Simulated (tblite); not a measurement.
**doublet [Si2H5SClO2]+, run twice**

Aim: energy and gradient of doublet [Si2H5SClO2]+ at GFN2-xTB.

Program for the calculation: tblite 0.8.0.

11 further runs of the same task are left out: 1 for a known fault of the program, 2 that didn't finish, 8 set aside as unsound or not needed.

**1. The structure to begin with**

The species is [Si2H5SClO2]+ (11 atoms), meant as a doublet with charge +1. As SMILES of the parent species, `O[SiH](O)S[SiH2]Cl`. The shape comes from a force field and isn't a relaxed structure. This is one conformer, not always the lowest. That shape belongs to the parent species and isn't relaxed for this state.

Bond lengths: O1–Si2 1.641 Å, Si2–O3 1.643 Å, Si2–S4 2.068 Å, S4–Si5 2.062 Å, Si5–Cl6 2.075 Å, O1–H7 0.998 Å, Si2–H8 1.488 Å, O3–H9 0.903 Å, Si5–H10 1.460 Å, Si5–H11 1.498 Å. Some angles: O1–Si2–O3 107.2°, O1–Si2–S4 109.1°, O3–Si2–S4 106.9°, Si2–S4–Si5 96.1°, S4–Si5–Cl6 109.4°, O1–Si2–H8 109.9°, O3–Si2–H8 111.1°, S4–Si2–H8 112.4°, Si2–O1–H7 110.4°, Si2–O3–H9 115.7°.

**2. First attempt**

File job.py:

```python
import json
import numpy as np
from ase.io.zmatrix import parse_zmatrix
from tblite.ase import TBLite
from ase.units import kJ, mol as mol_
from ase.units import Debye

atoms = parse_zmatrix("""
O
Si 1 1.641457
O 2 1.642865 1 107.24873
S 2 2.068339 1 109.05209 3 115.47222
Si 4 2.062175 2 96.08561 1 168.58582
Cl 5 2.074702 4 109.43663 2 -175.01426
H 1 0.998485 2 110.37818 3 -119.18838
H 2 1.488151 1 109.88578 7 119.90845
H 3 0.903066 2 115.69939 8 130.73137
H 5 1.459977 4 112.15367 2 67.47172
H 5 1.497508 10 112.64417 6 -114.89877
""")
start = atoms.get_positions()

atoms.calc = TBLite(
    method="GFN2-xTB",
    charge=1,
    multiplicity=2,
    max_iterations=4,
    verbosity=0,
)
print(f"E: {atoms.get_potential_energy() / (kJ / mol_):.6f} kJ/mol")
print(f"Dipole: {np.linalg.norm(atoms.get_dipole_moment()) / Debye:.4f} D")
for a, q in zip(atoms, atoms.get_charges()):
    print(f"{a.symbol}{a.index + 1} {q:+.4f}")
print("Forces (eV/angstrom):")
for a, F in zip(atoms, atoms.get_forces()):
    print(f"{a.symbol:<2} {F[0]:11.6f} {F[1]:11.6f} {F[2]:11.6f}")
json.dump(dict(energy=atoms.get_potential_energy(), forces=atoms.get_forces().tolist(), dipole=atoms.get_dipole_moment().tolist(), charges=atoms.get_charges().tolist(),
               symbols=atoms.get_chemical_symbols(), start=start.tolist(), final=atoms.positions.tolist()), open("results.json", "w"))
```

On the command line:

```bash
$ python job.py
```

Standard output:

```text
tblite.exceptions.TBLiteRuntimeError: SCF not converged in 4 cycles

The above exception was the direct cause of the following exception:

ase.calculators.calculator.CalculationFailed: SCF not converged in 4 cycles
```

It took 0.75 s on 1 thread of Intel Xeon 6975P-C (Granite Rapids), shared host.

**3. Reading the log**

The run stopped without converging.

The log says `ase.calculators.calculator.CalculationFailed: SCF not converged in 4 cycles`. What is wrong: the iteration cap is too low for convergence.

**4. Try two**

File xtb_job.py:

```python
"""GFN2-xTB energy and gradient with ASE"""
import json
import numpy as np
from ase.io.zmatrix import parse_zmatrix
from tblite.ase import TBLite
from ase.units import Debye

atoms = parse_zmatrix("""
O
Si 1 1.641457
O 2 1.642865 1 107.24873
S 2 2.068339 1 109.05209 3 115.47222
Si 4 2.062175 2 96.08561 1 168.58582
Cl 5 2.074702 4 109.43663 2 -175.01426
H 1 0.998485 2 110.37818 3 -119.18838
H 2 1.488151 1 109.88578 7 119.90845
H 3 0.903066 2 115.69939 8 130.73137
H 5 1.459977 4 112.15367 2 67.47172
H 5 1.497508 10 112.64417 6 -114.89877
""")
start = atoms.get_positions()

atoms.calc = TBLite(method="GFN2-xTB", charge=1, multiplicity=2, verbosity=0)
print(f"Potential energy: {atoms.get_potential_energy():.6f} eV")
print(f"Dipole: {np.linalg.norm(atoms.get_dipole_moment()) / Debye:.4f} D")
print("Charges:", np.round(atoms.get_charges(), 4))
print("Forces (eV/angstrom):")
for a, F in zip(atoms, atoms.get_forces()):
    print(f"{a.symbol:<2} {F[0]:11.6f} {F[1]:11.6f} {F[2]:11.6f}")
json.dump(dict(energy=atoms.get_potential_energy(), forces=atoms.get_forces().tolist(), dipole=atoms.get_dipole_moment().tolist(), charges=atoms.get_charges().tolist(),
               symbols=atoms.get_chemical_symbols(), start=start.tolist(), final=atoms.positions.tolist()), open("results.json", "w"))
```

On the command line:

```bash
$ python xtb_job.py
```

Standard output:

```text
Potential energy: -588.331061 eV
Dipole: 15.9762 D
Charges: [-0.4191  0.6013 -0.4371 -0.0365  0.5096 -0.0613  0.3578  0.0147  0.3649
  0.063   0.0428]
Forces (eV/angstrom):
O     1.006760   -1.053097    1.904639
Si   -2.042765    2.250599   -3.540236
O     2.017283   -3.423203   -0.296573
S    -0.714994   -0.894866    2.451704
Si    3.183003   -1.231083    0.071154
Cl   -0.526499    0.452239   -0.608980
H    -0.189877    0.656675   -1.443005
H    -0.160782    0.344347    0.700320
H    -2.087304    2.454412    0.353120
H    -0.249479    0.067148   -0.034661
H    -0.235348    0.376829    0.442518
```

Run time: 0.63 s. Hardware: 1 thread of Intel Xeon 6975P-C (Granite Rapids), shared host.

**5. Summary of results**

At GFN2-xTB:

```
                quantity         value
            total energy  -21.62077 Eh
largest force on an atom    4.666 eV/Å
```
